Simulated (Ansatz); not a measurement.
**SiH₄Se₄: basis-set convergence**

An exercise on one series of results from a longer session: the logs are not shown, and one member is left open.

Computed with Ansatz 0.2.0, Gaussian basis. Level: one geometry, several basis sets.

The runs, in order: PBE0-D4/def2-SVP; ωB97M-V/def2-SVP; PBE0-D4/def2-QZVPP; ωB97M-V/def2-QZVPP; the functionals' def2-TZVPP values are taken from earlier runs.

## Structure used throughout

The geometry comes from an earlier relaxation with PBE0-D4 in a triple-zeta def2 set; it is a stationary point, not always the lowest conformer.

SMILES `[SeH][Si]([SeH])([SeH])[SeH]`, 9 atoms, charge 0, spin multiplicity 1.

Atoms are counted from 1 here; the program's logs count them from 0.

Bond lengths: Se1–Si2 2.275 Å, Se1–H6 1.469 Å, Si2–Se3 2.275 Å, Si2–Se4 2.274 Å, Si2–Se5 2.274 Å, Se3–H7 1.469 Å, Se4–H8 1.471 Å, Se5–H9 1.471 Å. Angles: Si2–Se1–H6 92.5°, Se1–Si2–Se3 101.8°, Se1–Si2–Se4 107.0°, Se1–Si2–Se5 115.5°, Se3–Si2–Se4 115.5°, Se3–Si2–Se5 107.0°, Se4–Si2–Se5 110.2°, Si2–Se3–H7 92.5°, Si2–Se4–H8 93.1°, Si2–Se5–H9 93.1°.

Set-up of the first run:

in.yaml reads:

```yaml
crystal:
  periodic: [false, false, false]
  atoms:
    - {symbol: Se, position_ang: [-0.328584, 1.284359, -2.145841]}
    - {symbol: Si, position_ang: [0.223116, 0.094678, -0.286553]}
    - {symbol: Se, position_ang: [2.432538, -0.318576, -0.639097]}
    - {symbol: Se, position_ang: [-1.120669, -1.739697, -0.248181]}
    - {symbol: Se, position_ang: [0.064131, 1.225256, 1.680343]}
    - {symbol: H, position_ang: [-1.449763, 1.947469, -1.465948]}
    - {symbol: H, position_ang: [2.408470, -1.517946, 0.209400]}
    - {symbol: H, position_ang: [-0.744340, -2.086042, 1.131062]}
    - {symbol: H, position_ang: [-1.396501, 1.064298, 1.747715]}
basis:
  gaussian: {orbitals: def2-SVP}
hamiltonian: {xc: pbe0, dispersion: d4}
output: {orbitals: {seedname: orbitals}}
```

Launch:

```console
$ ansatz run in.yaml --threads 2 --pin off --events-out ev --progress --plain --max-ram 22528MiB --backend cpu
```

Steps of the session up to this table: PBE0-D4 in def2-SVP; ωB97M-V in def2-SVP; PBE0-D4 in def2-QZVPP; ωB97M-V in def2-QZVPP.

One of the session's tables, all rows but one given; the rest of the session is left out.

It belongs to the step «Density functionals: the series». 

| functional | basis | HOMO (eV) |
| --- | --- | --- |
| PBE0-D4 | def2-SVP | -7.08 |
| PBE0-D4 | def2-TZVPP | -7.15 |
| PBE0-D4 | def2-QZVPP | -7.17 |
| ωB97M-V | def2-SVP | -9.16 |
| ωB97M-V | def2-TZVPP | ? |
| ωB97M-V | def2-QZVPP | -9.27 |

Q: Estimate the row for ωB97M-V, def2-TZVPP from the others.

The run gave: HOMO (eV): -9.25. In the column «HOMO (eV)» it lies between ωB97M-V, def2-QZVPP (-9.27) and ωB97M-V, def2-SVP (-9.16).
